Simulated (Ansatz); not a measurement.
# FH₂O₂Y: ionisation energy by level of theory

The task here is to estimate one member of a computed series from the others.

Program: Ansatz 0.2.0, Gaussian basis. Level of theory: unrestricted cation, the program's frozen cores in correlated methods. These are calculated values, not measurements.

The runs, in order: UKS PBE-D4/def2-TZVPP; UKS r2SCAN-D4/def2-TZVPP; UKS PBE0-D4/def2-TZVPP; UKS B3LYP-D4/def2-TZVPP; UKS wB97X-V/def2-TZVPP; UKS wB97M-V/def2-TZVPP; UKS B2PLYP/def2-TZVPP; UHF-CCSD(T)/def2-TZVPP; UHF-MP2/def2-QZVPP; extrapolation to the limit; then −ε(HOMO) from the neutral's earlier runs with LDA (SPW92), PBE-D4, revPBE-D4, BLYP-D4, r2SCAN-D4, B97M-V, PBE0-D4, B3LYP-D4, r2SCANh-D4, r2SCAN0-D4, HSE06-D4, BHLYP-D4, CAM-B3LYP-D4, LC-ωPBE, ωB97X-V, ωB97M-V.

**The geometry**

All runs share one geometry, relaxed beforehand with PBE0-D4 in a triple-zeta def2 set. Y takes the def2 core potential; no spin-orbit term is included.

6 atoms, charge 0, spin multiplicity 1.

Atoms are counted from 1 here; the program's logs count them from 0.

Bond lengths: O1–Y2 2.020 Å, O1–H5 0.952 Å, Y2–O3 2.020 Å, Y2–F4 2.015 Å, O3–H6 0.952 Å. Angles: Y2–O1–H5 177.6°, O1–Y2–O3 121.8°, O1–Y2–F4 119.1°, O3–Y2–F4 119.1°, Y2–O3–H6 177.5°.

As a file:

```xyz
6

O     0.7353    0.7356   -1.5094
Y     0.1822   -0.4493    0.0298
O    -1.1085    0.1839    1.4483
F     0.9385   -2.3126    0.1539
H     0.9721    1.3235   -2.2199
H    -1.7195    0.5188    2.0972
```

The first run:

in.yaml

```yaml
crystal:
  periodic: [false, false, false]
  atoms:
    - {symbol: O, position_ang: [0.735259, 0.735617, -1.509409]}
    - {symbol: Y, position_ang: [0.182219, -0.449252, 0.029843]}
    - {symbol: O, position_ang: [-1.108533, 0.183871, 1.448340]}
    - {symbol: F, position_ang: [0.938464, -2.312594, 0.153937]}
    - {symbol: H, position_ang: [0.972128, 1.323511, -2.219939]}
    - {symbol: H, position_ang: [-1.719536, 0.518837, 2.097228]}
basis:
  gaussian: {orbitals: def2-TZVPP}
total_charge: 1
magnetization: {spin_polarized: true, initial_magnetization: 1}
hamiltonian: {xc: pbe, dispersion: d4}
```

Among the steps run: Cation, UKS PBE-D4/def2-TZVPP; Cation, UKS r2SCAN-D4/def2-TZVPP; Cation, UKS PBE0-D4/def2-TZVPP; Cation, UKS B3LYP-D4/def2-TZVPP; Cation, UKS wB97X-V/def2-TZVPP; Cation, UKS wB97M-V/def2-TZVPP; Cation, UKS B2PLYP (frozen core)/def2-TZVPP; Cation, UHF-CCSD(T)/def2-TZVPP; Cation, UHF-MP2/def2-QZVPP.

One table of the session follows, with a row left open; its other results are not shown here.

It belongs to the step «Ionisation energies side by side». Orbital estimates, from the neutral's runs:

```
  functional  −ε(HOMO) (eV)
 LDA (SPW92)           7.01
      PBE-D4           6.77
   revPBE-D4           6.68
     BLYP-D4           6.68
   r2SCAN-D4           7.11
      B97M-V           7.15
     PBE0-D4           8.44
    B3LYP-D4           8.18
  r2SCANh-D4           7.74
  r2SCAN0-D4           8.70
    HSE06-D4              ?
    BHLYP-D4          10.07
CAM-B3LYP-D4           9.97
     LC-ωPBE          11.34
     ωB97X-V          10.98
     ωB97M-V          10.93
```

Estimate the missing values for HSE06-D4.

As computed: −ε(HOMO) (eV): 8.03. In the column «−ε(HOMO) (eV)» it lies between r2SCANh-D4 (7.74) and B3LYP-D4 (8.18).

To keep in mind: The cation may have settled in a state other than its lowest; no search over hole states beyond the program's own was made.
